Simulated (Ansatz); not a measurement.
**InHCl (SMILES [Cl][InH]): UMP2/def2-TZVPP (core potential)**

What is the vertical ionisation energy of InHCl at UMP2/def2-TZVPP (core potential)? 

The results are computed with Ansatz 0.2.0.

38 further runs of the same task are left out: 38 set aside as unsound or not needed.

### 1 The structure to begin with

InHCl: 3 atoms, total charge 0, spin state doublet. SMILES: `[Cl][InH]`. Geometry: relaxed at PBE0-D4/def2-TZVP.

Bond lengths: Cl1–In2 2.365 Å, In2–H3 1.773 Å. Angles: Cl1–In2–H3 115.3°.

### 2 The energy at UMP2/def2-TZVPP (core potential)

The input, job.yaml:

```yaml
basis:
  gaussian:
    orbitals: def2-TZVPP
crystal:
  periodic: [false, false, false]
  atoms:
    - {symbol: Cl, position_ang: [-1.649800, 0.396800, -0.867400]}
    - {symbol: In, position_ang: [0.409500, 0.542400, 0.286100]}
    - {symbol: H, position_ang: [1.229400, -1.003900, 0.568100]}
magnetization:
  spin_polarized: true
  initial_magnetization: 1
correlation:
  method: mp2
  frozen_orbitals: {Cl: 5, H: 0, In: 4}
accuracy: high
```

Command:

```bash
$ ansatz run job.yaml --threads 1 --pin off --max-ram 3480MiB --events-out events.jsonl --progress --plain --runs-dir runs
```

Standard output:

```text
Warning: RAYON_NUM_THREADS=1 ignored (pool sized by the plan → 1); use --threads N
Functional definition: HF
  name "HF"
  exchange = exact_x
  correlation = 0
1766 factors; integrals over basis functions are off by at most 3.3e-9 eV
mean field evaluation 1: about -17668.1483 eV, gradient 1.1e1 eV
mean field evaluation 2: about -17668.1522 eV, gradient 1.1e1 eV
mean field evaluation 4: about -17669.2993 eV, gradient 1.7e0 eV
mean field evaluation 8: about -17669.3719 eV, gradient 5.7e-3 eV
mean field evaluation 16: about -17669.3719 eV, gradient 2.9e-8 eV
mean field -17669.37194532 eV, -649.3374422599 hartree, gradient 2.9e-8 eV, S^2 0.768245; 0 other end points of the search recorded, 0 dependent functions left out
9 core orbitals not correlated: weight in the atoms' cores, before any rotation towards them, 1.000 or more for the frozen orbitals, at most 0.000 for the correlated occupied ones
reference -17669.37194532 eV, -649.3374422599 hartree; 11, 10 occupied and 86, 87 virtual orbitals, 1766 factors
second order -12.29811224 eV of doubles, -0.00000000 eV of singles
Total energy: -17681.67005756 eV, -649.7893895488 hartree
```

It took 5.1 s on 1 thread of Arm Neoverse V2, shared host; peak memory 0.33 GiB.

### 3 The singlet cation at the same level

The input, in.yaml:

```yaml
basis:
  gaussian:
    orbitals: def2-TZVPP
crystal:
  periodic: [false, false, false]
  atoms:
    - symbol: Cl
      position_ang: [-1.649800, 0.396800, -0.867400]
    - symbol: In
      position_ang: [0.409500, 0.542400, 0.286100]
    - symbol: H
      position_ang: [1.229400, -1.003900, 0.568100]
total_charge: 1
magnetization:
  spin_polarized: false
  initial_magnetization: 0
correlation:
  method: mp2
  frozen_orbitals: {Cl: 5, H: 0, In: 4}
accuracy: high
```

Command:

```bash
$ ansatz run in.yaml --threads 1 --pin off --max-ram 3480MiB --events-out events.jsonl --progress --plain --runs-dir runs
```

Standard output:

```text
Warning: RAYON_NUM_THREADS=1 ignored (pool sized by the plan → 1); use --threads N
Functional definition: HF
  name "HF"
  exchange = exact_x
  correlation = 0
1766 factors; integrals over basis functions are off by at most 3.3e-9 eV
mean field evaluation 1: about -17656.9307 eV, gradient 3.6e1 eV
mean field evaluation 2: about -17656.9866 eV, gradient 3.6e1 eV
mean field evaluation 4: about -17661.1466 eV, gradient 2.6e0 eV
mean field evaluation 8: about -17661.2059 eV, gradient 3.3e-1 eV
mean field evaluation 16: about -17661.2068 eV, gradient 3.3e-7 eV
mean field -17661.20683778 eV, -649.0373800925 hartree, gradient 1.4e-8 eV, S^2 0.000000; 0 other end points of the search recorded, 0 dependent functions left out
9 core orbitals not correlated: weight in the atoms' cores, before any rotation towards them, 1.000 or more for the frozen orbitals, at most 0.000 for the correlated occupied ones
reference -17661.20683778 eV, -649.0373800925 hartree; 10, 10 occupied and 87, 87 virtual orbitals, 1766 factors
second order -12.04311540 eV of doubles, -0.00000000 eV of singles
Total energy: -17673.24995318 eV, -649.4799564204 hartree
```

Run time: 3.9 s. Hardware: 1 thread of Arm Neoverse V2, shared host; peak memory 0.27 GiB.

### 4 Summary of results

Level: UMP2/def2-TZVPP (core potential), 9 core orbitals frozen.

| quantity | value |
| --- | --- |
| doublet InHCl: total energy | -649.78939 Eh |
| doublet InHCl: correlation energy (9 core orbitals frozen) | -451.9 mEh |
| doublet InHCl: ⟨S²⟩ of the reference determinant | 0.768 |
| singlet cation: total energy | -649.47996 Eh |
| singlet cation: correlation energy (9 core orbitals frozen) | -442.6 mEh |
| vertical ionisation energy (to the singlet cation) | 8.420 eV |

In words: The vertical ionisation energy comes to 8.42 eV (812 kJ/mol). Only the singlet of the ionised species was computed; a triplet could lie lower.
